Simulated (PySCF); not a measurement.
**GeCl: from the state search to spectroscopic constants**

An exercise on one series of results from a longer session: the logs are not shown, and one member is left open.

Computed with PySCF 2.14.0. Level: Ge 6-31G(d,p), Cl 6-31G(d,p), no relativity.

The first run:

A driver script around PySCF takes these settings:

```json
{
 "atoms": "Ge, Cl",
 "charge": "0",
 "basis": "Ge 6-31G(d,p), Cl 6-31G(d,p)",
 "Hamiltonian": "no relativity",
 "basis functions": "50",
 "electrons treated": "49",
 "masses in u": "73.9212, 34.9689",
 "levels": "PBE0, PBE, r²SCAN, LDA, TPSS, PW91, CAM-B3LYP, HF, MP2, SCS-MP2, CCSD, CCSD(T)",
 "grid": "80 radial by 434 angular points",
 "occupations": "held fixed by the projection of orbital angular momentum",
 "dissociation limit": "Ge + Cl, each in its ground configuration",
 "starting distance in angstrom": "2.130",
 "values of 2S to try": "1, 3"
}
```

The run is started by

```
$ OMP_NUM_THREADS=1 python dia.py task.json out
```

Among the steps run: The job; PBE0 along the bond; Excited determinants; PBE (GGA); r²SCAN (meta-GGA); LDA; TPSS (meta-GGA); PW91 (GGA); CAM-B3LYP; UHF (mean field); Correlated methods on the Hartree–Fock reference.

One of the session's tables, all rows but one given; the rest of the session is left out.

It belongs to the step «Constants by level of theory». 

| level | Re (Å) | ωe (cm⁻¹) | De (eV) |
| --- | --- | --- | --- |
| UHF | 2.206 | 395 | 2.58 |
| UHF-MP2 | 2.181 | 413 | 3.58 |
| UHF-SCS-MP2 | 2.190 | 406 | 3.48 |
| UHF-CCSD | 2.191 | 406 | 3.40 |
| UHF-CCSD(T) | 2.193 | 404 | 3.51 |
| LDA | 2.176 | 408 | 4.83 |
| PBE | ? | ? | ? |
| PW91 | 2.211 | 387 | 4.22 |
| TPSS | 2.208 | 389 | 4.09 |
| r²SCAN | 2.194 | 398 | 4.09 |
| PBE0 | 2.192 | 401 | 3.99 |
| CAM-B3LYP | 2.193 | 402 | 3.90 |

Estimate the missing values for PBE.

**Answer.** Re (Å): 2.213; ωe (cm⁻¹): 386; De (eV): 4.19. In the column «Re (Å)» it is the highest.

Limits of these values: At some levels the lowest empty orbital lies below the highest filled one (the two can be of opposite spin).
